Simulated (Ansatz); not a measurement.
# C4H11F3Si2: how energies converge with the basis set

One table from this session's results is given with a row withheld; the runs are named, their logs left out.

Method: one geometry, several basis sets; program: Ansatz 0.2.0, Gaussian basis.

Levels to be run: PBE0-D4/def2-SVP; ωB97M-V/def2-SVP; PBE0-D4/def2-QZVPP; ωB97M-V/def2-QZVPP; the functionals' def2-TZVPP values are taken from earlier runs.

## The relaxed structure

The geometry comes from an earlier relaxation with PBE0-D4 in a triple-zeta def2 set; it is a stationary point, not always the lowest conformer.

SMILES `C[Si](C)(F)CC[SiH](F)F`, 20 atoms, charge 0, spin multiplicity 1.

Atoms are counted from 1 here; the program's logs count them from 0.

Bond lengths: C1–Si2 1.858 Å, C1–H10 1.093 Å, C1–H11 1.094 Å, C1–H12 1.092 Å, Si2–C3 1.859 Å, Si2–F4 1.615 Å, Si2–C5 1.873 Å, C3–H13 1.093 Å, C3–H14 1.093 Å, C3–H15 1.093 Å, C5–C6 1.536 Å, C5–H16 1.097 Å, C5–H17 1.097 Å, C6–Si7 1.855 Å, C6–H18 1.097 Å, C6–H19 1.097 Å, Si7–F8 1.592 Å, Si7–F9 1.593 Å and more. Angles: Si2–C1–H10 110.8°, Si2–C1–H11 111.0°, Si2–C1–H12 110.9°, H10–C1–H11 107.9°, H10–C1–H12 107.8°, H11–C1–H12 108.4°, C1–Si2–C3 112.5°, C1–Si2–F4 107.5°, C1–Si2–C5 112.5°, C3–Si2–F4 107.6°, C3–Si2–C5 110.6°, F4–Si2–C5 105.7°, Si2–C3–H13 110.9°, Si2–C3–H14 111.2°, Si2–C3–H15 110.7°, H13–C3–H14 108.0°, H13–C3–H15 107.8°, H14–C3–H15 108.0° and more.

The first run:

in.yaml

```yaml
crystal:
  periodic: [false, false, false]
  atoms:
    - {symbol: C, position_ang: [-1.538933, 0.253432, 1.384520]}
    - {symbol: Si, position_ang: [-0.970692, 0.013233, -0.367561]}
    - {symbol: C, position_ang: [-2.170358, 0.705304, -1.606980]}
    - {symbol: F, position_ang: [-0.859771, -1.576449, -0.629527]}
    - {symbol: C, position_ang: [0.747776, 0.696769, -0.662609]}
    - {symbol: C, position_ang: [1.832181, 0.321298, 0.357839]}
    - {symbol: Si, position_ang: [2.182184, -1.485927, 0.588158]}
    - {symbol: F, position_ang: [1.143882, -2.124096, 1.611949]}
    - {symbol: F, position_ang: [3.613998, -1.629332, 1.272429]}
    - {symbol: H, position_ang: [-2.548645, -0.141022, 1.522560]}
    - {symbol: H, position_ang: [-1.554240, 1.314449, 1.649435]}
    - {symbol: H, position_ang: [-0.879012, -0.266022, 2.083134]}
    - {symbol: H, position_ang: [-2.303699, 1.780993, -1.463364]}
    - {symbol: H, position_ang: [-1.820940, 0.541814, -2.629366]}
    - {symbol: H, position_ang: [-3.149223, 0.230198, -1.505197]}
    - {symbol: H, position_ang: [0.665182, 1.788581, -0.726356]}
    - {symbol: H, position_ang: [1.044963, 0.369657, -1.666478]}
    - {symbol: H, position_ang: [1.587932, 0.721969, 1.348920]}
    - {symbol: H, position_ang: [2.788464, 0.783100, 0.083181]}
    - {symbol: H, position_ang: [2.188949, -2.297939, -0.644697]}
basis:
  gaussian: {orbitals: def2-SVP}
hamiltonian: {xc: pbe0, dispersion: d4}
output: {orbitals: {seedname: orbitals}}
```

Among the steps run: PBE0-D4 in def2-SVP; ωB97M-V in def2-SVP; PBE0-D4 in def2-QZVPP; ωB97M-V in def2-QZVPP.

One table of the session follows, with a row left open; its other results are not shown here.

It belongs to the step «Functionals by basis». 

```
functional       basis  HOMO (eV)  LUMO (eV)
   PBE0-D4    def2-SVP      -8.28       1.13
   PBE0-D4  def2-TZVPP      -8.30       0.60
   PBE0-D4  def2-QZVPP      -8.31       0.24
   ωB97M-V    def2-SVP     -10.49       2.77
   ωB97M-V  def2-TZVPP          ?          ?
   ωB97M-V  def2-QZVPP     -10.54       1.39
```

Estimate the missing values for ωB97M-V, def2-TZVPP.

**Answer.** HOMO (eV): -10.53; LUMO (eV): 2.03. In the column «HOMO (eV)» it lies between ωB97M-V, def2-QZVPP (-10.54) and ωB97M-V, def2-SVP (-10.49).
